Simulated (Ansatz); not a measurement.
# LiCl: how the settings move a relaxation

Aim: see which settings change the result for LiCl, by how much, and at what cost.

The COD entry's cell or inner coordinates are ideal or old and differ from later refinements, so a difference from it is no clean test against experiment.

Computed with Ansatz 0.2.0 (reference: DFT, r2SCAN, PAW with Ansatz's default frozen-core files, scalar-relativistic; relaxation of cell and atoms, unless a step's input says otherwise).

### Step 1. The starting structure

The structure is cubic, space group Fm-3m (No. 225). The conventional cell has a = 5.130 Å, b = 5.130 Å, c = 5.130 Å, α = 90.00°, β = 90.00°, γ = 90.00°. Li (site symmetry m-3m) is surrounded by 6 Cl at 2.56 Å. Cl (site symmetry m-3m) has 6 Li at 2.56 Å as nearest neighbours.

As a file:

```xyz
2
Lattice="0.0000 2.5648 2.5648 2.5648 0.0000 2.5648 2.5648 2.5648 0.0000" Properties=species:S:1:pos:R:3 pbc="T T T"
Li    0.0000    0.0000    0.0000
Cl    2.5648    2.5648    2.5648
```

### Step 2. The reference run

The input, input.yaml:

```yaml
crystal:
  lattice:
    - [0.0, 2.56477, 2.56477]
    - [2.56477, 0.0, 2.56477]
    - [2.56477, 2.56477, 0.0]
  atoms:
    - { symbol: Li, position: [0.0, 0.0, 0.0] }
    - { symbol: Cl, position: [0.5, 0.5, 0.5] }
kpoints:
  mp_grid: { grid: [14, 14, 14] }
scf:
  occupations: { method: fermi_dirac, width: 0.05 }
hamiltonian:
  xc: r2scan
  pseudopotentials: { kind: paw }
relax:
  f_tol: 0.002
  max_steps: 80
  cell: {}
output:
  forces: true
  stress: true
```

Command:

```sh
> ansatz run input.yaml --threads 1 --pin off --max-ram 3072MiB --backend cpu --events-out ev --progress --plain --runs-dir out
```

### Step 3. The same system, input altered

Edit input.yaml of step 2 so:

```diff
@@ -9,5 +9,5 @@
 kpoints:
-  mp_grid: { grid: [14, 14, 14] }
+  mp_grid: { grid: [8, 8, 8] }
 scf:
-  occupations: { method: fermi_dirac, width: 0.05 }
+  occupations: { method: fixed }
 hamiltonian:
@@ -22 +22,7 @@
   stress: true
+  write_density: true
+  write_potential: true
+  elf: true
+  volumetric_format: npy
+basis:
+  xc_grid: 2
```

(Steps that only read results are left out.)

What does the calculation give? Wanted: for each run, ending; energy change; pressure; gap; force.

As calculated:

```
                                                           run     ending       energy change  pressure (GPa)  gap (eV)  force (eV/Å)  cycles   time
                                                     reference  converged                   0             0.0      7.29          0.00      17   15 s
1: mp_grid.grid [8, 8, 8], occupations.method fixed, xc_grid 2  converged  0.0 meV/atom (σ→0)             0.0      7.29          0.00      17  5.9 s
```

Times don't compare one to one where runs were asked for different outputs or read a saved state (see the inputs); cycles may leave out searches for a lower state.

**Reading.** Changing the k-point mesh, smearing and numerical grids leaves the energy as it was (0.0 meV/atom).

These are semilocal Kohn-Sham gaps, which aren't the measured quantity. Such gaps usually fall short of the measured ones.
